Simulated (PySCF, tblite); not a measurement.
# C7H11BN2: geometry, infrared bands and NMR shifts

Aim: predict the infrared bands and NMR shifts of C7H11BN2 (`C#CCC#CB(N)NCC`).

The runs use tblite 0.8.0 and PySCF 2.14.0, with density-fitted response routines of our own; the level of theory stands in each step. All values are computed, except where a source is named. Atoms are numbered from 0 throughout.

### Step 1. The molecule as given

21 atoms, charge 0, multiplicity 1; geometry from: force field or distance geometry start.

Bonds of the start (Å): C0–C1 1.22, C1–C2 1.45, C2–C3 1.48, C3–C4 1.20, C4–B5 1.54, B5–N6 1.52, B5–N7 1.52, N7–C8 1.47, C8–C9 1.53, C0–H10 1.05, C2–H11 1.11, C2–H12 1.12, N6–H13 1.05, N6–H14 1.04, N7–H15 1.04, C8–H16 1.11, C8–H17 1.11, C9–H18 1.11, C9–H19 1.10, C9–H20 1.11.

### Step 2. Relaxing the molecule with GFN2-xTB

The job: settings as JSON, then the geometry in Å.

```
{"job": {"kind": "relax", "xc": "GFN2-xTB", "basis": "xTB"}, "charge": 0, "multiplicity": 1}
C      5.075800    -0.735100     1.073400
C      4.118500    -0.024000     1.325100
C      2.987400     0.823200     1.655900
C      1.857600     0.507000     0.759900
C      0.934700     0.228400     0.048200
B     -0.243200    -0.115500    -0.889200
N      0.002100    -0.920800    -2.159000
N     -1.633900     0.401600    -0.547100
C     -2.551500    -0.731700    -0.342200
C     -3.922400    -0.214600     0.111700
H      5.892400    -1.351700     0.843700
H      3.257400     1.887200     1.513300
H      2.670800     0.664000     2.717400
H      0.429700    -1.835000    -1.870100
H      0.713200    -0.404300    -2.718100
H     -1.971800     0.946200    -1.367400
H     -2.685000    -1.306800    -1.281700
H     -2.165800    -1.411700     0.449300
H     -4.360200     0.443100    -0.669100
H     -4.597000    -1.068500     0.290900
H     -3.817700     0.370700     1.054700
```

Launch:

```console
$ OMP_NUM_THREADS=1 python probes_run.py task.json out
```

The driver reads the jobs from task.json and runs them one after another.

**Question.** This job is followed by: GFN2-xTB harmonic vibrations, gas phase; GIAO PBE0/pcSseg-1 NMR shielding, non-relativistic, gas phase. Predict these results of the whole session: strongest single infrared mode (GFN2-xTB); zero-point energy (GFN2-xTB); 13C shifts against TMS (PBE0/pcSseg-1); 1H shifts against TMS (PBE0/pcSseg-1, means over atoms taken as alike); 11B shifts against BF3·OEt2 (PBE0/pcSseg-1); 15N shifts against NH3 (PBE0/pcSseg-1).

**Answer**, as computed:

| quantity | value |
| --- | --- |
| strongest single infrared mode (GFN2-xTB) | 1450 cm⁻¹, 321 km/mol |
| zero-point energy (GFN2-xTB) | 104.9 kcal/mol |
| 13C shifts against TMS (PBE0/pcSseg-1) | 98.7, 93.0, 83.4, 75.2, 40.5, 22.0, 12.6 ppm |
| 1H shifts against TMS (PBE0/pcSseg-1, means over atoms taken as alike) | 3.33, 2.95, 2.44, 2.41, 1.42, 1.08 ppm |
| 11B shifts against BF3·OEt2 (PBE0/pcSseg-1) | 16.4 ppm |
| 15N shifts against NH3 (PBE0/pcSseg-1) | 101.8, 66.0 ppm |

**Reading.** Over 164 steps the energy fell by 1.797 eV; of the close pairs, B5–N6 changed most, 1.524 to 1.405 Å. The lowest mode is slightly imaginary (5i cm⁻¹), a soft motion within the noise of the Hessian, so the minimum is not strictly shown. The strongest single mode, at 1450 cm⁻¹, has its largest shares on N7, B5 and H15 (the list is cut at 3 atoms). GFN2-xTB is a fitted tight-binding method: band positions and strengths are rough. Its intensities can rank the bands wrongly. At PBE0/pcSseg-1: The largest span, 292 ppm, is at C1, where the paramagnetic term is -159 ppm.
